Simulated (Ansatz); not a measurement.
# C3H9AlBFO: the cost of one run

All numbers below are computed with Ansatz 0.2.0 (RKS B3LYP/STO-3G).

**1. The starting structure**

Bond lengths (14 of 15 bonds, heavy atoms first): B1–C2 1.628 Å, C2–O3 1.434 Å, O3–Al4 1.871 Å, Al4–F5 1.801 Å, Al4–C6 2.009 Å, C6–C7 1.533 Å, B1–H8 1.139 Å, B1–H9 1.195 Å, C2–H10 1.098 Å, C2–H11 1.129 Å, C6–H12 1.089 Å, C6–H13 1.075 Å, C7–H14 1.130 Å, C7–H15 1.099 Å. Angles (14 of 25 angles, heavy atoms first): B1–C2–O3 110.7°, C2–O3–Al4 106.2°, O3–Al4–F5 119.0°, O3–Al4–C6 119.8°, F5–Al4–C6 120.7°, Al4–C6–C7 111.1°, B1–C2–H10 107.2°, B1–C2–H11 106.2°, O3–C2–H10 111.4°, O3–C2–H11 111.0°, C2–B1–H8 119.4°, C2–B1–H9 115.2°, Al4–C6–H12 111.3°, Al4–C6–H13 107.2°.

Coordinates:

```xyz
16

B     0.7261   -3.0218   -0.7701
C     0.7574   -1.3987   -0.8946
O    -0.5714   -0.8744   -1.0219
Al   -0.3905    0.9848   -1.1254
F    -0.3219    1.7661   -2.7465
C    -0.5257    2.0949    0.5436
C    -0.6121    1.2088    1.7913
H     1.7067   -3.5948   -0.6839
H    -0.3644   -3.5099   -0.7584
H     1.3708   -1.1517   -1.7708
H     1.2539   -1.0206    0.0468
H    -1.3817    2.7675    0.5031
H     0.3522    2.7147    0.5848
H    -0.7071    1.8630    2.7077
H     0.2425    0.5222    1.8751
H    -1.5575    0.6274    1.7637
```

**2. Preparing the start**

input.yaml reads:

```yaml
crystal:
  periodic: [false, false, false]
  atoms:
    - { symbol: B, position_ang: [0.7261, -3.0218, -0.7701] }
    - { symbol: C, position_ang: [0.7574, -1.3987, -0.8946] }
    - { symbol: O, position_ang: [-0.5714, -0.8744, -1.0219] }
    - { symbol: Al, position_ang: [-0.3905, 0.9848, -1.1254] }
    - { symbol: F, position_ang: [-0.3219, 1.7661, -2.7465] }
    - { symbol: C, position_ang: [-0.5257, 2.0949, 0.5436] }
    - { symbol: C, position_ang: [-0.6121, 1.2088, 1.7913] }
    - { symbol: H, position_ang: [1.7067, -3.5948, -0.6839] }
    - { symbol: H, position_ang: [-0.3644, -3.5099, -0.7584] }
    - { symbol: H, position_ang: [1.3708, -1.1517, -1.7708] }
    - { symbol: H, position_ang: [1.2539, -1.0206, 0.0468] }
    - { symbol: H, position_ang: [-1.3817, 2.7675, 0.5031] }
    - { symbol: H, position_ang: [0.3522, 2.7147, 0.5848] }
    - { symbol: H, position_ang: [-0.7071, 1.863, 2.7077] }
    - { symbol: H, position_ang: [0.2425, 0.5222, 1.8751] }
    - { symbol: H, position_ang: [-1.5575, 0.6274, 1.7637] }
basis:
  gaussian: { orbitals: STO-3G }
hamiltonian:
  xc: b3lyp
relax:
  f_tol: 0.02
  max_steps: 40
scf:
  lower_state_search: "off"
```

Run with:

```bash
$ ansatz run input.yaml --threads 1 --pin off --max-ram 2048MiB --backend cpu --events-out ev --progress --plain --runs-dir out
```

Q: Estimate wall time and peak memory on 1 thread of Intel Xeon 6975P-C (Granite Rapids), shared host.

About 71 s, with a peak of 0.17 GiB.
